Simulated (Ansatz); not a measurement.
This script makes an equation of state with a fit of Sn, space group I4_1/amd with the Python package of Ansatz (0.2.0).

`eos.py`:
```python
'''Bulk modulus of Sn from an E(V) curve.'''

import ansatz as az
import numpy as np
from scipy.optimize import curve_fit

FUNCTIONAL = 'lda'
OCCUPATIONS = 'fermi_dirac'
MESH = (10, 10, 10)

vectors0 = np.array([
    [-2.919644, 2.919644, 1.5938],
    [2.919644, -2.919644, 1.5938],
    [2.919644, 2.919644, -1.5938],
])
sites = [
    ('Sn', (0.0, 0.0, 0.0)),
    ('Sn', (0.75, 0.25, 0.5)),
]


def make_crystal(cell):
    crystal = az.Crystal(lattice=az.Lattice.of(cell))
    for symbol, position in sites:
        crystal = crystal.atom(symbol, position)
    return crystal

def vinet(v, e0, v0, b0, b1):
    eta = (v / v0) ** (1 / 3)
    return e0 + 2 * b0 * v0 / (b1 - 1) ** 2 * (2 - (5 + 3 * b1 * (eta - 1) - 3 * eta) * np.exp(-1.5 * (b1 - 1) * (eta - 1)))

# scale the volume, keep shape and fractions
volumes, energies, pressures = [], [], []
for scale in np.linspace(0.94, 1.06, 7):
    cell = vectors0 * scale ** (1 / 3)
    setup = (
        make_crystal(cell).calculation()
        .functional(FUNCTIONAL)
        .basis(35 * az.Ry)
        .occupations(OCCUPATIONS, width=100 * az.meV)
        .kpoints(*MESH)
        .stress()
    )
    summary = setup.run(threads=1).report
    volumes.append(abs(np.linalg.det(cell)) / len(sites))
    energies.append(summary['free_energy_ev'] / len(sites))
    pressures.append(np.trace(summary['stress_gpa']) / 3)
    print(f'V = {volumes[-1]:8.4f} A^3/atom  F = {energies[-1]:.5f} eV/atom  P = {pressures[-1]:8.3f} GPa')

guess = (min(energies), volumes[int(np.argmin(energies))], 0.5, 4.5)
(e0, v0, b0, b1), _ = curve_fit(vinet, np.array(volumes), np.array(energies), p0=guess, maxfev=20000)
print(f'Vinet fit: V0 = {v0:.4f} A^3/atom, B0 = {160.21766 * b0:.1f} GPa, B1 = {b1:.2f}')
print('largest residual', round(1000 * float(np.abs(vinet(np.array(volumes), e0, v0, b0, b1) - energies).max()), 3), 'meV/atom')
```

From its runs, with one value withheld:

| V (Å³/atom) | F less the lowest row shown (meV/atom) |
| --- | --- |
| 25.542 | 3.12 |
| 26.085 | 0.00 |
| 26.629 | 1.17 |
| 27.172 | 6.12 |
| 27.716 | ? |
| 28.259 | 25.74 |
| 28.802 | 39.67 |

What is the missing energy at 27.716 Å³ an atom?

A third-order Birch-Murnaghan fit, E = E0 + (9 V0 B0 / 16) [(t - 1)³ B' + (t - 1)² (6 - 4t)] with t = (V0/V)^(2/3), through the 6 rows shown gives V0 = 26.200 Å³, B0 = 59.3 GPa, B' = 4.85 and E0 = -0.09 meV. At V = 27.716 Å³, t = 0.96320, and the fit interpolates to 14.44 meV. The run gave 14.44 meV, a miss of 0.00 meV.

Reading the output:
- Shape and fractional positions are held along the curve, so the bulk modulus is an upper value where they are free to relax.
- Pressure is positive in compression.
- Hardware and time: 43 s on 1 thread of Arm Neoverse V1 (shared host), peak memory 0.5 GiB.
